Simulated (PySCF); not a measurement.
**C2H10BNSi: electronic excitations and core binding energies**

What electronic excitations and core binding energies should C2H10BNSi (`C[SiH](C)BN`) show?

Programs: PySCF 2.14.0, with density-fitted response routines of our own. Each step states its level of theory. These are calculated values for one molecule in the gas phase, unless marked as measured. Atoms are numbered from 0 throughout.

## Step 1: The molecule as given

15 atoms, charge 0, multiplicity 1; geometry from: GFN2-xTB.

Bonds of the start (Å): C0–Si1 1.91, Si1–C2 1.92, Si1–B3 1.97, B3–N4 1.38, C0–H5 1.09, C0–H6 1.09, C0–H7 1.09, Si1–H8 1.49, C2–H9 1.09, C2–H10 1.09, C2–H11 1.09, B3–H12 1.18, N4–H13 1.01, N4–H14 1.01.

## Step 2: Ultraviolet spectrum: CAM-B3LYP/def2-SVPD

What the job is given:

```
{"job": {"kind": "uv", "xc": "CAM-B3LYP", "basis": "def2-SVPD", "nstates": 8, "ntriplets": 3}, "charge": 0, "multiplicity": 1}
C     -1.824992    -0.977864    -0.300800
Si    -0.271806    -0.071180     0.351907
C     -0.638574     1.801528     0.167297
B      1.402896    -0.584424    -0.546936
N      2.576742    -0.677453     0.174159
H     -2.726373    -0.645877     0.205334
H     -1.963062    -0.800805    -1.363881
H     -1.746092    -2.051848    -0.158822
H     -0.279246    -0.307052     1.824423
H     -1.587547     2.071972     0.620055
H      0.133200     2.402101     0.640684
H     -0.680685     2.092137    -0.879082
H      1.493422    -0.811786    -1.699028
H      3.470884    -0.920491    -0.223032
H      2.636819    -0.510969     1.165811
```

Level: TDDFT CAM-B3LYP/def2-SVPD, vertical, gas phase, core orbitals frozen in the response.

Command:

```
$ OMP_NUM_THREADS=1 python probes_run.py task.json out
```

This one command runs all jobs of the session in turn.

Output:

```text
coarse grid: 12144 points
cycle   1  E = -450.9709959489  dE =  2.027e-01  |g| = 4.224e-01  |ddm| = 5.322e+00
cycle   2  E = -450.9857900425  dE = -1.479e-02  |g| = 3.745e-01  |ddm| = 8.793e-01
cycle   3  E = -451.0186024622  dE = -3.281e-02  |g| = 4.637e-02  |ddm| = 4.231e-01
cycle   4  E = -451.0190203125  dE = -4.179e-04  |g| = 2.539e-02  |ddm| = 9.842e-02
cycle   5  E = -451.0191706096  dE = -1.503e-04  |g| = 4.018e-03  |ddm| = 3.526e-02
cycle   6  E = -451.0191750792  dE = -4.470e-06  |g| = 1.050e-03  |ddm| = 8.612e-03
final grid: 110264 points
cycle   7  E = -451.0834684226  dE = -2.476e-05  |g| = 3.899e-03  |ddm| = 5.444e-02
cycle   8  E = -451.0834685237  dE = -1.011e-07  |g| = 3.996e-03  |ddm| = 1.067e-02
cycle   9  E = -451.0834722247  dE = -3.701e-06  |g| = 3.023e-04  |ddm| = 4.068e-03
cycle  10  E = -451.0834722422  dE = -1.758e-08  |g| = 1.654e-04  |ddm| = 5.356e-04
cycle  11  E = -451.0834722489  dE = -6.635e-09  |g| = 1.934e-05  |ddm| = 2.380e-04
cycle  12  E = -451.0834722490  dE = -1.371e-10  |g| = 5.287e-06  |ddm| = 5.032e-05
converged SCF energy = -451.0834722490

Static polarisability (au): isotropic 76.195, principal 68.235 74.003 86.347

Singlet excitations
state   eV       nm        f      main configurations
  1   5.6930    217.8   0.01158   H->L 0.93
  2   7.0800    175.1   0.08694   H-1->L 0.79, H-2->L 0.14
  3   7.2069    172.0   0.08631   H-2->L 0.77, H-1->L 0.16
  4   7.2301    171.5   0.01391   H->L+1 0.85
  5   7.7251    160.5   0.02419   H-3->L+1 0.48, H-1->L+1 0.34
  6   7.8041    158.9   0.00741   H->L+2 0.78
  7   8.0075    154.8   0.16729   H-3->L 0.80
  8   8.1241    152.6   0.04649   H-1->L+2 0.72

Triplet excitations (Tamm-Dancoff, eV): 4.8842 5.8592 6.7951
```

Run time: 20 s. Hardware: 1 thread of AMD EPYC 7R13, shared host; peak memory 0.81 GiB.

The orbitals next to the gap, with their largest atomic shares:

| orbital | eV | atoms |
| --- | --- | --- |
| HOMO−3 | -10.48 | N4 56 %, B3 17 %, H14 5 % |
| HOMO−2 | -9.82 | Si1 29 %, H8 26 %, C0 18 % |
| HOMO−1 | -9.59 | C2 26 %, C0 24 %, Si1 20 % |
| HOMO | -9.04 | B3 31 %, Si1 26 %, C2 9 % |
| LUMO | 0.54 | B3 35 %, N4 18 %, Si1 17 % |
| LUMO+1 | 1.00 | B3 45 %, H13 17 %, H14 11 % |
| LUMO+2 | 1.59 | C0 19 %, Si1 17 %, C2 10 % |

With each of the 8 states as a Gaussian band of 0.4 eV half-width at 1/e, the curve within the window shown has maxima at 218 nm (ε 470), 173 nm (ε 7,600), 155 nm (ε 9,400) L/(mol cm). Beyond the last state computed it falls off for lack of states. The curve at chosen wavelengths:

```tsv
nm	ε (L/mol/cm)
147	3436
151	7531
155	9427
159	7866
162	6348
166	6104
170	7250
174	7502
178	5977
182	3666
185	2175
189	904
193	326
197	141
201	141
205	223
208	306
212	407
216	464
220	458
224	398
228	308
231	238
235	155
239	93
243	51
```

Ground-state properties from the same run:

| property | computed |
| --- | --- |
| dipole moment (D) | 1.97 |
| polarisability (Å³) | 11.29 |
| HOMO–LUMO gap (eV) | 9.58 |
| −ε(HOMO) (eV) | 9.04 |

## Step 3: Core holes by ΔSCF: SCAN, X2C

The job, as its differences from that of step 2:

```diff
@@ -1,2 +1,2 @@
-{"job": {"kind": "uv", "xc": "CAM-B3LYP", "basis": "def2-SVPD", "nstates": 8, "ntriplets": 3}, "charge": 0, "multiplicity": 1}
+{"job": {"kind": "xps"}, "charge": 0, "multiplicity": 1}
 C     -1.824992    -0.977864    -0.300800
```

Level: delta-SCF UKS SCAN, pcX-2 on the ionised atom, pcseg-1 elsewhere, spin-free X2C.

Output:

```text
ground state, core basis on atom 0 (C), 155 functions
  cycle   1  E = -451.76225455  |g| = 6.45e-01
  cycle   2  E = -451.68216362  |g| = 8.40e-01
  cycle   3  E = -451.87040330  |g| = 8.18e-02
  cycle   4  E = -451.87210255  |g| = 3.78e-02
  cycle   5  E = -451.87244492  |g| = 1.39e-02
  cycle   6  E = -451.87249313  |g| = 3.96e-03
  cycle   7  E = -451.87249279  |g| = 1.13e-03
  cycle   8  E = -451.87249421  |g| = 2.21e-04
  E(ground) = -451.91286149 Eh
hole in C 1s of atom 0
  cycle   1  E = -440.66329678  |g| = 1.50e+00
  cycle   2  E = -440.14245904  |g| = 1.71e+00
  cycle   3  E = -441.19443493  |g| = 3.05e-01
  cycle   4  E = -441.22397230  |g| = 1.34e-01
  cycle   5  E = -441.23132312  |g| = 5.84e-02
  cycle   6  E = -441.23279328  |g| = 1.67e-02
  cycle   7  E = -441.23292816  |g| = 6.56e-03
  cycle   8  E = -441.23295362  |g| = 2.04e-03
  cycle   9  E = -441.23295596  |g| = 7.22e-04
  cycle  10  E = -441.23295705  |g| = 3.64e-04
  E(ion) = -441.27231154 Eh   <S^2> = 0.7669   hole on atom = 1.000   binding energy = 289.544 eV
ground state, core basis on atom 1 (Si), 166 functions
  cycle   1  E = -451.96724297  |g| = 2.86e-01
  cycle   2  E = -451.96724584  |g| = 3.73e-02
  cycle   3  E = -451.96712899  |g| = 3.57e-02
  cycle   4  E = -451.96741125  |g| = 9.82e-03
  cycle   5  E = -451.96743334  |g| = 2.13e-03
  cycle   6  E = -451.96743446  |g| = 2.81e-04
  E(ground) = -451.96657570 Eh
hole in Si 1s of atom 1
  cycle   1  E = -383.08290176  |g| = 4.35e+00
  cycle   2  E = -383.19913633  |g| = 2.13e+00
  cycle   3  E = -383.77578036  |g| = 7.89e-01
  cycle   4  E = -384.07069786  |g| = 3.84e-01
  cycle   5  E = -384.13390880  |g| = 1.71e-01
  cycle   6  E = -384.14833712  |g| = 3.04e-02
  cycle   7  E = -384.14859790  |g| = 1.88e-02
  cycle   8  E = -384.14879432  |g| = 4.06e-03
  cycle   9  E = -384.14880231  |g| = 5.86e-04
  cycle  10  E = -384.14880383  |g| = 2.27e-04
  E(ion) = -384.15576666 Eh   <S^2> = 0.7523   hole on atom = 1.000   binding energy = 1845.226 eV
hole in Si 2p of atom 1
  cycle   1  E = -447.74232019  |g| = 1.24e+00
  cycle   2  E = -447.57770356  |g| = 1.13e+00
  cycle   3  E = -448.01145507  |g| = 3.28e-01
  cycle   4  E = -448.06096819  |g| = 1.56e-01
  cycle   5  E = -448.07135406  |g| = 5.28e-02
  cycle   6  E = -448.07283817  |g| = 1.27e-02
  cycle   7  E = -448.07292027  |g| = 4.67e-03
  cycle   8  E = -448.07293120  |g| = 7.93e-04
  cycle   9  E = -448.07293264  |g| = 4.58e-04
  E(ion) = -448.08352018 Eh   <S^2> = 0.7523   hole on atom = 1.002   binding energy = 105.663 eV
  2p3/2 = 105.477 eV   2p1/2 = 106.101 eV
ground state, core basis on atom 3 (B), 155 functions
  cycle   1  E = -451.86600620  |g| = 5.24e-02
  cycle   2  E = -451.86584831  |g| = 3.64e-02
  cycle   3  E = -451.86611096  |g| = 2.23e-02
  cycle   4  E = -451.86623660  |g| = 7.08e-03
  cycle   5  E = -451.86625088  |g| = 8.66e-04
  cycle   6  E = -451.86625309  |g| = 2.76e-04
  E(ground) = -451.90755636 Eh
hole in B 1s of atom 3
  cycle   1  E = -444.28114444  |g| = 1.17e+00
  cycle   2  E = -442.45470513  |g| = 1.84e+00
  cycle   3  E = -444.46863918  |g| = 5.95e-01
  cycle   4  E = -444.62719658  |g| = 3.70e-01
  cycle   5  E = -444.68479163  |g| = 1.63e-01
  cycle   6  E = -444.69734426  |g| = 4.46e-02
  cycle   7  E = -444.69847307  |g| = 1.12e-02
  cycle   8  E = -444.69863151  |g| = 7.28e-03
  cycle   9  E = -444.69872328  |g| = 4.59e-03
  cycle  10  E = -444.69877804  |g| = 2.98e-03
  cycle  11  E = -444.69880372  |g| = 1.76e-03
  cycle  12  E = -444.69880885  |g| = 9.52e-04
  cycle  13  E = -444.69881014  |g| = 2.54e-04
  E(ion) = -444.74054673 Eh   <S^2> = 0.8203   hole on atom = 1.000   binding energy = 195.024 eV
ground state, core basis on atom 4 (N), 155 functions
  cycle   1  E = -451.88517682  |g| = 7.21e-02
  cycle   2  E = -451.88517727  |g| = 9.47e-03
  cycle   3  E = -451.88516711  |g| = 1.08e-02
  cycle   4  E = -451.88520504  |g| = 8.72e-04
  cycle   5  E = -451.88520368  |g| = 1.64e-04
  E(ground) = -451.92378199 Eh
hole in N 1s of atom 4
  cycle   1  E = -436.28739333  |g| = 1.86e+00
  cycle   2  E = -435.09431940  |g| = 2.24e+00
  cycle   3  E = -436.84257584  |g| = 5.01e-01
  cycle   4  E = -436.89596926  |g| = 3.73e-01
  cycle   5  E = -436.98455346  |g| = 8.18e-02
  cycle   6  E = -436.98785356  |g| = 2.67e-02
  cycle   7  E = -436.98828651  |g| = 9.20e-03
  cycle   8  E = -436.98833148  |g| = 3.52e-03
  cycle   9  E = -436.98834051  |g| = 8.45e-04
  cycle  10  E = -436.98834076  |g| = 2.51e-04
  E(ion) = -437.02636297 Eh   <S^2> = 0.7644   hole on atom = 1.000   binding energy = 405.379 eV
```

It took 41 s on 1 thread of AMD EPYC 7R13, shared host; peak memory 0.6 GiB.

The holes in one table. −ε is the ground-state orbital energy:

| hole | stands for | environment | ΔSCF (eV; 2p as the shell's mean) | −ε (eV) | ⟨S²⟩ |
| --- | --- | --- | --- | --- | --- |
| C1s on C0 | C0, C2 | methyl carbon bonded to Si | 289.54 | 272.7 | 0.767 |
| Si1s on Si1 | Si1 | silicon bonded to 2 C, B, H | 1845.23 | 1792.2 | 0.752 |
| Si2p on Si1 | Si1 | silicon bonded to 2 C, B, H | 105.68 | 95.1 | 0.752 |
| B1s on B3 | B3 | boron bonded to N, Si, H | 195.02 | 179.5 | 0.820 |
| N1s on N4 | N4 | nitrogen bonded to B, 2 H | 405.38 | 386.3 | 0.764 |

Each hole run stands for the others of its class of like atoms.

With the spin-orbit splitting: Si1 2p3/2 105.48, 2p1/2 106.10 eV. The table gives each 2p level as the mean over the whole 2p shell (two parts 2p3/2, one part 2p1/2), which differs a little from the single hole in the log.

## Step 4: Summary of results

| quantity | value |
| --- | --- |
| lowest singlet (CAM-B3LYP/def2-SVPD) | 5.69 eV (218 nm), f = 0.012 |
| brightest single state of those computed | state 7, 8.01 eV, f = 0.167 |
| lowest triplet | 4.88 eV |
| C1s binding energies, SCAN/pcX-2 | C0 289.54 eV |
| Si1s binding energies, SCAN/pcX-2 | Si1 1845.23 eV |
| Si2p binding energies, SCAN/pcX-2 | Si1 105.68 eV |
| B1s binding energies, SCAN/pcX-2 | B3 195.02 eV |
| N1s binding energies, SCAN/pcX-2 | N4 405.38 eV |

What this shows: The lowest singlet, at 5.69 eV, is HOMO→LUMO 0.93 and is weak; of the 8 states computed, the strongest absorption comes from state 7 at 8.01 eV. The lowest triplet lies 0.81 eV below the lowest singlet (triplets in Tamm-Dancoff, singlets in full TDDFT).
